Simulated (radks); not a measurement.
# Pt¹³⁺ in [Kr] 4d10 4f14 5s2 5p3: an all-electron calculation

Wanted: eigenvalues, radial structure and energy terms of the platinum ion Pt13+.

Method: scalar-relativistic Kohn-Sham, r2SCAN, spin-unpolarised, spherical densities, finite nucleus. Code: radks (a radial shooting solver on a logarithmic mesh, Libxc functionals) version 1.

### Step 1. What is computed

* element: platinum (Z = 78)
* charge: +13
* electrons: 65
* configuration: [Kr] 4d10 4f14 5s2 5p3
* nuclear rms radius: 5.427 fm

The outer shells:

Pt¹³⁺
```
[Kr] core
4d [↑↓][↑↓][↑↓][↑↓][↑↓]
4f [↑↓][↑↓][↑↓][↑↓][↑↓][↑↓][↑↓]
5s [↑↓]
5p [↑ ][↑ ][↑ ]
```

### Step 2. The calculation

Input:

```text
Z 78
configuration [Kr] 4d10 4f14 5s2 5p3 6s0 5d0
relativity scalar-relativistic
functional r2scan,r2scan
spin unpolarised
nucleus finite rms 5.427 fm
c 137.035999084
```

Run with:

```console
$ python run_ks.py task.json out
```

All runs below come from this command, one after another.

**Question.** What will this run give?

**Answer**, as computed:

| quantity | value |
| --- | --- |
| total energy | -18358.3167 hartree |
| exchange-correlation share of it | 1.88 % |
| −T/E | 1.1151 |
| highest occupied level | 5p, -281.15 eV |
| most extended occupied level | 5p, <r> = 0.979 bohr |
| radius at density 0.001 e/bohr³ | 2.05 bohr |
| maxima of the radial density | 4 |
| ionisation energy, NIST | 293 (theory) eV |

**Reading.** The radial density shows 4 maxima for 5 occupied principal shells; where shells overlap, one shows as a shoulder or not at all. −T/E is 1.115: with relativity the kinetic term as defined here no longer equals −E. Minus the highest eigenvalue, 281.15 eV, is 96 % of the tabulated ionisation energy (293 eV). Spin polarisation and multiplet splitting are left out. Spin-orbit splitting is averaged out at the scalar-relativistic level.
